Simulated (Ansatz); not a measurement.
# Y: element swaps in one structure

The task here is to estimate one member of a computed series from the others.

Method: DFT r2SCAN, scalar-relativistic, plane waves, PAW, in Ansatz 0.2.0.

1 further run of the same task is left out (set aside as unsound or not needed). Runs told in other sessions of the task aren't counted.

### The system as given

It takes space group P6_3/mmc (No. 194, hexagonal). The conventional cell has a = 3.682 Å, b = 3.682 Å, c = 5.697 Å, α = 90.00°, β = 90.00°, γ = 120.00°. Y (site symmetry -6m2) has 12 Y at 3.55 to 3.68 Å in its first shell of neighbours.

As a file:

```xyz
2
Lattice="3.6822 0.0000 0.0000 -1.8411 3.1889 0.0000 0.0000 0.0000 5.6970" Properties=species:S:1:pos:R:3 pbc="T T T"
Y     0.0000    2.1259    1.4242
Y     1.8411    1.0630    4.2727
```

It is the result of an earlier relaxation at this level (volume 33.45 Å³/atom; gap on the mesh: none (metal)).

Set-up of the first run:

input.yaml reads:

```yaml
crystal:
  lattice:
    - [2.9650574707, 0.0, 0.0]
    - [-1.4825287353, 2.5678150933, 0.0]
    - [0.0, 0.0, 4.587409029]
  atoms:
    - { symbol: Cr, position: [0.3333333333, 0.6666666667, 0.25], spin: 3.0 }
    - { symbol: Cr, position: [0.6666666667, 0.3333333333, 0.75], spin: 3.0 }
basis:
  ecutwfc: 500
kpoints:
  mp_grid: { grid: [6, 6, 4] }
hamiltonian:
  xc: r2scan
scf:
  occupations: { method: gaussian, width: 0.1 }
  lower_state_search: "off"
output:
  forces: true
  stress: true
  eigenvalues: true
  populations: true
magnetization:
  spin_polarized: true
```

Launch:

```sh
> ansatz run input.yaml --threads 1 --pin off --max-ram 2560MiB --backend cpu --events-out ev --progress --plain --runs-dir out
```

Steps of the session up to this table: Quick check of gap, pressure and forces (Cr); Relaxing cell and atoms (Cr); Relaxation repeated from the new cell (Cr); Probe: one point at the start (Al); Coarse relaxation (Al); The relaxation (Al).

One of the session's tables, all rows but one given; the rest of the session is left out.

It belongs to the step «The crystals compared». Lengths are those of the vectors of the cell that was run:

```
  swap  volume (Å³/atom)  a (Å)  b (Å)  c (Å)
  none             33.45  3.682  3.682  5.697
Y → Sr             57.14  4.306  4.306  7.115
 Y → V             13.63  2.597  2.597  4.666
Y → Bi                 ?      ?      ?      ?
Y → Cr             11.68  2.456  2.456  4.473
Y → Al             16.01  2.835  2.835  4.600
```

Estimate the missing values for Y → Bi.

The run gave: volume (Å³/atom): 31.09; a (Å): 3.507; b (Å): 3.507; c (Å): 5.838. In the column «volume (Å³/atom)» it lies between Y → Al (16.01) and none (33.45).

Lengths are those of the computed cell. Rows of earlier swaps come from the sessions before.

To keep in mind: The magnetic state reached may not be the lowest one. Warnings in the runs' records: seeded moment not kept, stability check not made.
